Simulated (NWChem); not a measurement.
# InHCl (SMILES [Cl][InH]) at 3 levels

We compute a comparison of 3 runs (UHF/def2-TZVP, U-r2SCAN/STO-3G, UMP2/def2-SVP) of InHCl. 

The calculation is run with NWChem 7.3.0.

### Step 1. The structure to begin with

The species is InHCl (3 atoms), meant as a doublet with charge 0. As SMILES, `[Cl][InH]`. The shape is that of a PBE0-D4/def2-TZVP optimisation.

Bond lengths: Cl1–In2 2.365 Å, In2–H3 1.773 Å. Angles: Cl1–In2–H3 115.3°.

### Step 2. Energy and forces at UHF/def2-TZVP (core potential) (run 1)

File work.nw:

```
start work
title "ClHIn"
memory total 2200 mb
charge 0

geometry noautosym nocenter noautoz
  Cl    -1.649800     0.396800    -0.867400
  In     0.409500     0.542400     0.286100
  H      1.229400    -1.003900     0.568100
end

basis spherical bse
  Cl library def2-TZVP
  In library def2-TZVP
  H library def2-TZVP
end

ecp bse
  In library def2-TZVP
end

scf
  nopen 1
  uhf
  thresh 1e-08
  maxiter 80
end

task scf gradient
```

Run with:

```sh
$ nwchem work.nw > work.out
```

The program printed:

```text
[...]
  functions       =    93
[...]
  wavefunction    = UHF
[...]
         Total SCF energy =   -649.337259260358
      One electron energy =  -1148.074607939007
      Two electron energy =    410.019741088313
 Nuclear repulsion energy =     88.717607590336
                       Sz =      0.5000
                 Sz(Sz+1) =      0.7500
                      S^2 =      0.7682
[...]
                         UHF ENERGY GRADIENTS
    atom               coordinates                        gradient
                 x          y          z           x          y          z
   1 Cl     -3.117670   0.749843  -1.639148    0.001870   0.000269   0.001063
   2 In      0.773843   1.024987   0.540651   -0.003082   0.001674  -0.001517
   3 H       2.323229  -1.897096   1.073553    0.001212  -0.001943   0.000455
[...]
```

Wall time 38 s (1 thread of Intel Xeon 6975P-C (Granite Rapids), shared host); peak memory 0.11 GiB.

### Step 3. Energy and forces at U-r2SCAN/STO-3G (run 2)

File run.py:

```python
from ase import Atoms
from ase.calculators.nwchem import NWChem

atoms = Atoms(['Cl', 'In', 'H'], positions=[
    [-1.649800, 0.396800, -0.867400],
    [0.409500, 0.542400, 0.286100],
    [1.229400, -1.003900, 0.568100],
])

calc = NWChem(
    label='test',
    theory='dft',
    memory='2200 mb',
    basis='STO-3G',
    basispar='spherical bse',
    dft={'xc': 'r2scan', 'mult': '2', 'grid': 'xfine', 'convergence': 'energy 1e-08', 'iterations': '100', 'mulliken': None},
)
atoms.calc = calc

forces = atoms.get_forces()
e = atoms.get_potential_energy()
print(f"E = {e:.6f} eV")
print("forces (eV/A):")
for s, f in zip(atoms.symbols, forces):
    print(f"{s:2s} {f[0]:10.5f} {f[1]:10.5f} {f[2]:10.5f}")
```

Run with:

```sh
$ export ASE_NWCHEM_COMMAND="nwchem PREFIX.nwi > PREFIX.nwo"
$ python run.py
```

The program printed:

```text
E = -167100.557798 eV
forces (eV/A):
Cl    1.20996    0.05353    0.67419
In   -0.14336   -1.98283   -0.29830
H    -1.06660    1.92930   -0.37595
```

The calculator wrote test.nwi:

```
title "test"

permanent_dir test

scratch_dir test

start test

geometry units angstrom nocenter noautosym noautoz
  Cl -1.6497999999999999e+00 3.9679999999999999e-01 -8.6739999999999995e-01
  In 4.0949999999999998e-01 5.4239999999999999e-01 2.8610000000000002e-01
  H  1.2294000000000000e+00 -1.0039000000000000e+00 5.6810000000000005e-01
end

memory 2200 mb

basis spherical bse noprint
   * library STO-3G
end

dft
  xc r2scan
  mult 2
  grid xfine
  convergence energy 1e-08
  iterations 100
  mulliken
end

task dft gradient
```

test.nwo:

```text
Northwest Computational Chemistry Package (NWChem) 7.3.0
             --------------------------------------------------------

           Job information
           ---------------

    nwchem branch   = 7.3.0
    use scalapack   = T
    input           = test.nwi
    prefix          = test.
    data base       = test/test.db
    status          = startup
    nproc           =        1

           Memory information
           ------------------

[... 5 lines left out ...]
    hardfail = no
[... 104 lines left out ...]
          Convergence on energy requested:  1.00D-08
[... 26 lines left out ...]
          total energy or number of iterations.
[... 92 lines left out ...]
      One electron energy =    -8907.401983366983
[... 679 lines left out ...]
          Convergence on energy requested:  1.00D-08
[... 26 lines left out ...]
          total energy or number of iterations.
[... 34 lines left out ...]
                 ----------------------------------------
                 |  Time  |  1-e(secs)   |  2-e(secs)   |
                 ----------------------------------------
                 |  CPU   |       0.00   |       0.79   |
                 ----------------------------------------
                 |  WALL  |       0.00   |       0.79   |
                 ----------------------------------------

 Task  times  cpu:        6.7s     wall:        6.7s
 Total times  cpu:        6.7s     wall:        6.7s
```

It took 7.8 s on 1 thread of Intel Xeon 6975P-C (Granite Rapids), shared host; peak memory 0.12 GiB.

### Step 4. Energy and forces at UMP2/def2-SVP (core potential) (run 3)

File clhin.xyz:

```xyz
3
ClHIn mp2
Cl    -1.649800     0.396800    -0.867400
In     0.409500     0.542400     0.286100
H      1.229400    -1.003900     0.568100
```

File run.py:

```python
from ase.io import read
from ase.calculators.nwchem import NWChem

atoms = read('clhin.xyz')

calc = NWChem(
    label='clhin',
    theory='mp2',
    memory='2200 mb',
    basis='def2-SVP',
    basispar='spherical bse',
    scf={'nopen': '1', 'uhf': None, 'thresh': '1e-08', 'maxiter': '80'},
    mp2={'freeze': 'core 9', 'tight': None},
    **{'ecp bse': {'In library': 'def2-SVP'}},
)
atoms.calc = calc

forces = atoms.get_forces()
e = atoms.get_potential_energy()
print(f"E = {e:.6f} eV")
print("forces (eV/A):")
for s, f in zip(atoms.symbols, forces):
    print(f"{s:2s} {f[0]:10.5f} {f[1]:10.5f} {f[2]:10.5f}")
```

Run with:

```sh
$ export ASE_NWCHEM_COMMAND="nwchem PREFIX.nwi > PREFIX.nwo"
$ python run.py
```

The program printed:

```text
E = -17670.279702 eV
forces (eV/A):
Cl   -0.14054   -0.00735   -0.07842
In    0.21875   -0.14666    0.10464
H    -0.07826    0.15401   -0.02617
```

The calculator wrote clhin.nwi:

```
title "clhin"

permanent_dir clhin

scratch_dir clhin

start clhin

geometry units angstrom nocenter noautosym noautoz
  Cl -1.6497999999999999e+00 3.9679999999999999e-01 -8.6739999999999995e-01
  In 4.0949999999999998e-01 5.4239999999999999e-01 2.8610000000000002e-01
  H  1.2294000000000000e+00 -1.0039000000000000e+00 5.6810000000000005e-01
end

memory 2200 mb

basis spherical bse noprint
   * library def2-SVP
end

scf
  nopen 1
  uhf
  thresh 1e-08
  maxiter 80
end
mp2
  freeze core 9
  tight
end
ecp bse
  In library def2-SVP
end

task mp2 gradient
```

clhin.nwo:

```text
Northwest Computational Chemistry Package (NWChem) 7.3.0
             --------------------------------------------------------

           Job information
           ---------------

    nwchem branch   = 7.3.0
    use scalapack   = T
    input           = clhin.nwi
    prefix          = clhin.
    data base       = clhin/clhin.db
    status          = startup
    nproc           =        1

           Memory information
           ------------------

[... 5 lines left out ...]
    hardfail = no
[... 112 lines left out ...]
 2-e energy   =     409.433033
[... 24 lines left out ...]
         Total SCF energy =   -649.171437577190
[... 10 lines left out ...]
          Final alpha eigenvalues
[... 588 lines left out ...]
 CPHF converged to   9.4D-07 in   13 iters
[... 117 lines left out ...]
  MP2 natural orbitals output to clhin/clhin.mp2nos
[... 9 lines left out ...]
                 ----------------------------------------
                 |  Time  |  1-e(secs)   |  2-e(secs)   |
                 ----------------------------------------
                 |  CPU   |       0.01   |       1.25   |
                 ----------------------------------------
                 |  WALL  |       0.01   |       1.25   |
                 ----------------------------------------
 -----------------------
 Task  times  cpu:       14.9s     wall:       14.9s
 Total times  cpu:       14.9s     wall:       14.9s
```

Wall time 16 s (1 thread of Intel Xeon 6975P-C (Granite Rapids), shared host); peak memory 0.12 GiB.

### Step 5. The series

| run | level | core potential | iteration cap | energy (Eh) | dipole moment (D) | HOMO energy (eV) | LUMO energy (eV) | wall time |
| --- | --- | --- | --- | --- | --- | --- | --- | --- |
| 1 | UHF/def2-TZVP (core potential) | def2-TZVP | 80 | -649.337259 | 3.11 | -8.77 | -0.08 | 38 s |
| 2 | U-r2SCAN/STO-3G | – | 100 | -6140.832284 | 3.24 | -2.29 | -0.15 | 7.8 s |
| 3 | UMP2/def2-SVP (core potential) | def2-SVP | 80 | -649.370807 | 2.57 | -8.66 | 0.04 | 16 s |

### Step 6. Results

| quantity | value |
| --- | --- |
| run 3: total energy | -649.37081 Eh |
| run 3: dipole moment (of the density that the program reports) | 2.57 D |
| run 3: HOMO energy (Hartree–Fock orbitals) (highest over α and β) | -8.66 eV |
| run 3: LUMO energy (Hartree–Fock orbitals) (lowest over α and β) | 0.04 eV |
| run 3: correlation energy (9 core orbitals frozen) | -199.4 mEh |
| run 3: ⟨S²⟩ of the reference determinant | 0.767 |
| run 3: largest force on an atom | 0.283 eV/Å |

**Reading.** The dipole moment (its size) runs from 2.57 D (UMP2/def2-SVP) to 3.24 D (U-r2SCAN/STO-3G). The two ends differ in method and basis and core potential. Some runs of one species differ in core potentials or relativity; totals across that change don't compare. In run 2 the basis is minimal, so the values are rough. In run 2 relativity is left out where basis or elements ask for it. All runs together took 61 s, the longest 38 s.
